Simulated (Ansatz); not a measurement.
**CH₅AlFGaO: a ladder of functionals and wavefunction methods**

How much do the methods differ for CH₅AlFGaO? The plan is to run it at one geometry with functionals of several rungs and with coupled cluster. The yardstick is the atomisation energy at the CCSD(T) limit.

Method: functionals in def2-TZVPP, the program's frozen cores in correlated methods; program: Ansatz 0.2.0, Gaussian basis.

The runs, in order: LDA (SPW92), PBE-D4, revPBE-D4, BLYP-D4, r2SCAN-D4, B97M-V, PBE0-D4, B3LYP-D4, r2SCANh-D4, r2SCAN0-D4, HSE06-D4, BHLYP-D4, CAM-B3LYP-D4, LC-ωPBE, ωB97X-V, ωB97M-V, B2PLYP, PBE-QIDH; CCSD(T)/def2-SVP; CCSD(T)/def2-TZVPP; MP2/def2-QZVPP; extrapolation to the limit; RPA on PBE.

### Step 1. The relaxed structure

The geometry comes from an earlier relaxation with PBE0-D4 in a triple-zeta def2 set; it is a stationary point, not always the lowest conformer.

SMILES `[OH][Al]([GaH2])[CH2]F`, 10 atoms, charge 0, spin multiplicity 1.

Atoms are counted from 1 here; the program's logs count them from 0.

Bond lengths: O1–Al2 1.701 Å, O1–H6 0.956 Å, Al2–Ga3 2.510 Å, Al2–C4 1.990 Å, Ga3–H7 1.578 Å, Ga3–H8 1.578 Å, C4–F5 1.408 Å, C4–H9 1.097 Å, C4–H10 1.097 Å. Angles: Al2–O1–H6 126.1°, O1–Al2–Ga3 119.2°, O1–Al2–C4 120.2°, Ga3–Al2–C4 120.6°, Al2–Ga3–H7 122.4°, Al2–Ga3–H8 122.5°, H7–Ga3–H8 115.1°, Al2–C4–F5 106.9°, Al2–C4–H9 114.1°, Al2–C4–H10 114.2°, F5–C4–H9 107.3°, F5–C4–H10 107.4°, H9–C4–H10 106.6°.

### Step 2. LDA

This LDA is Slater exchange with PW92 correlation.

The input, in.yaml:

```yaml
crystal:
  periodic: [false, false, false]
  atoms:
    - {symbol: O, position_ang: [-2.245485, -0.218061, 0.061079]}
    - {symbol: Al, position_ang: [-0.550000, -0.094299, 0.017132]}
    - {symbol: Ga, position_ang: [0.832820, -2.188626, 0.067556]}
    - {symbol: C, position_ang: [0.322223, 1.692503, -0.074569]}
    - {symbol: F, position_ang: [1.712365, 1.468570, -0.096774]}
    - {symbol: H, position_ang: [-2.863975, 0.510210, 0.046428]}
    - {symbol: H, position_ang: [1.273893, -2.943248, -1.246410]}
    - {symbol: H, position_ang: [1.339647, -2.836948, 1.414116]}
    - {symbol: H, position_ang: [0.069476, 2.269180, -0.972639]}
    - {symbol: H, position_ang: [0.109025, 2.340718, 0.784081]}
basis:
  gaussian: {orbitals: def2-TZVPP}
hamiltonian: {xc: lda}
output: {orbitals: {seedname: orbitals}}
```

Command:

```console
ansatz run in.yaml --threads 4 --pin off --events-out ev --progress --plain --max-ram 10444MiB
```

Further steps of the session: PBE-D4 (GGA); revPBE-D4 (GGA); BLYP-D4 (GGA); r2SCAN-D4 (meta-GGA); B97M-V (meta-GGA); PBE0-D4 (hybrid); B3LYP-D4 (hybrid); r2SCANh-D4 (hybrid); r2SCAN0-D4 (hybrid); HSE06-D4 (hybrid); BHLYP-D4 (hybrid); CAM-B3LYP-D4 (range-separated); LC-ωPBE (range-separated); ωB97X-V (range-separated); ωB97M-V (range-separated); B2PLYP (double hybrid); PBE-QIDH (double hybrid); CCSD(T) in def2-SVP; CCSD(T) in def2-TZVPP; MP2 in def2-QZVPP; RPA on PBE orbitals.

**Question.** What will the summary of the whole plan be? Wanted: atomisation energy, CCSD(T)/CBS; farthest beyond LDA; mean size of error, GGA; mean size of error, meta-GGA; mean size of error, hybrid; mean size of error, range-separated; mean size of error, double hybrid; gap, smallest and largest; T1 diagnostic.

The runs gave:

```
                               quantity                                                                           value
        atomisation energy, CCSD(T)/CBS                                                                   3196.3 kJ/mol
 functionals within 32.0 kJ/mol (1.0 %)  PBE-D4, r2SCAN-D4, B97M-V, r2SCANh-D4, CAM-B3LYP-D4, LC-ωPBE, ωB97X-V, ωB97M-V
                    farthest beyond LDA                                                        BHLYP-D4 (-135.4 kJ/mol)
                mean size of error, GGA                                                                     43.2 kJ/mol
           mean size of error, meta-GGA                                                                      1.2 kJ/mol
             mean size of error, hybrid                                                                     58.4 kJ/mol
    mean size of error, range-separated                                                                      7.8 kJ/mol
      mean size of error, double hybrid                                                                     53.7 kJ/mol
              gap, smallest and largest                                        2.84 eV (LDA (SPW92)), 9.58 eV (LC-ωPBE)
                          T1 diagnostic                                                                          0.0132
triples share of the correlation energy                                                                           3.4 %
```

In words: The LDA atomisation energy is off by 460.0 kJ/mol (14 %): it overbinds. PBE-D4 is off by +23.2 kJ/mol. Double hybrids carry the basis error of their MP2 part in triple zeta, and no dispersion term here, so their miss is partly the set-up's. The rungs meta-GGA, range-separated miss on average by less than the doubt on the reference (32.0 kJ/mol), so they tie. The reference freezes the cores and leaves out relativity and excitations past (T), and its outer-core shells are covered unevenly, so misses under about 32.0 kJ/mol can't be ranked. Hartree-Fock recovers 71 % of the binding; the rest is correlation. CCSD(T) in def2-SVP is off by -213.3 kJ/mol, worse than the median functional, from the basis alone. Orbital gaps span 2.8 to 9.6 eV; exact exchange widens them. Correlated methods include outer-core shells of Ga, which these sets cover unevenly.
